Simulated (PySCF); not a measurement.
**SnCl: a composite coupled-cluster curve**

An exercise on one series of results from a longer session: the logs are not shown, and one member is left open.

Program: PySCF 2.14.0. Level of theory: CCSD(T) on ROHF, scalar-relativistic core potentials. These are calculated values, not measurements.

2 further runs of the same task are left out: 2 set aside as unsound or not needed.

The first run:

| Quantity | Value |
| --- | --- |
| molecule | SnCl |
| state | doublet, unpaired electrons π ↑ |
| smaller basis | Sn cc-pwCVDZ-PP with ECP28, Cl aug-cc-pV(D+d)Z |
| larger basis | Sn cc-pwCVTZ-PP with ECP28, Cl aug-cc-pV(T+d)Z |
| frozen core orbitals | 9 |
| extrapolation | correlation as n⁻³ (n = 2, 3), Hartree–Fock as (n+1)·exp(−9√n) |
| corrections | none |
| distances (Å) | 2.0999, 2.1953, 2.2908, 2.3862, 2.4817, 2.6010, 2.7203 |
| masses (u) | 119.9022, 34.9689 |
| dissociation limit | Sn + Cl |

Command:

```console
$ OMP_NUM_THREADS=4 python comp.py task.json out
```

One table of the session follows, with a row left open; its other results are not shown here.

Parts of the energy along the bond, in eV from Sn + Cl:

```
 R (Å)  HF/CBS  CCSD corr.      (T)
2.0999  -2.113      -0.988  -0.1457
2.1953  -2.563      -0.947  -0.1479
2.2908       ?           ?        ?
2.3862  -2.837      -0.888  -0.1536
2.4817  -2.787      -0.865  -0.1566
2.6010  -2.627      -0.840  -0.1602
2.7203  -2.402      -0.818  -0.1636
```

Q: Estimate the row for R (Å) = 2.2908 from the others.

Worked estimate for «HF/CBS». A straight line through the neighbours (2.1953, -2.563) and (2.3862, -2.837) gives -2.563 + (-2.837 + 2.563) × (2.2908 − 2.1953) / (2.3862 − 2.1953) = -2.700; a parabola fitted to 4 rows on both sides gives -2.783.

The run gave: HF/CBS: -2.780; CCSD corr.: -0.915; (T): -0.1507. In «HF/CBS» the line misses by +0.080 and the parabola by -0.003.

Caveats from the session: An extrapolation from double and triple zeta is rough, so this isn't yet the limit.
